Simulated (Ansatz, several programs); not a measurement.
LiTlSe2 as one 4-atom ordering (P-4m2) on the zincblende lattice, relaxed with r2SCAN in Ansatz (plane waves, PAW): space group P-4m2 (No. 115), tetragonal; conventional cell a = 4.264 Å, c = 5.980 Å, 27.18 Å³ an atom. Around Li lie 4 Se at 2.53 Å; around Se lie 2 Li at 2.53 Å and 2 Tl at 2.68 Å; around Tl lie 4 Se at 2.68 Å. The cell was then scaled with its shape and fractional coordinates held, which makes it stiffer than a relaxed compression. No spin polarisation and no zero-point or thermal motion; the cell was built from a prototype and may be hypothetical.

| V (Å³/atom) | E (meV/atom) |
| --- | --- |
| 25.551 | 14.19 |
| 26.366 | 3.37 |
| 27.182 | 0.00 |
| 28.813 | 11.07 |

(1) Pass a cubic E = c₀ + c₁u + c₂u² + c₃u³, with u = V − 26.978 Å³, through these points.

(2) Where is the minimum, and what bulk modulus follows?

(3) Predict the energy and the pressure at the withheld volume, 27.997 Å³.

Results:

(1) c₀ = 0.20, c₁ = -2.003, c₂ = 4.963, c₃ = -0.3514 (meV and Å³).

(2) dE/du = 0 at u = +0.206, so V₀ = 27.18 Å³. B = V₀ d²E/dV² = 27.18 × (2c₂ + 6c₃u) = 27.18 × 9.491 = 258 meV/Å³, and 1 meV/Å³ is 0.16022 GPa: 41 GPa. A third-order Birch-Murnaghan fit to all five points gives 27.19 Å³ and 41 GPa.

(3) With u = +1.019: E ≈ 2.94 meV and P = −dE/dV ≈ -1.12 GPa. The run gives 2.90 meV and, from its stress, -1.12 GPa.
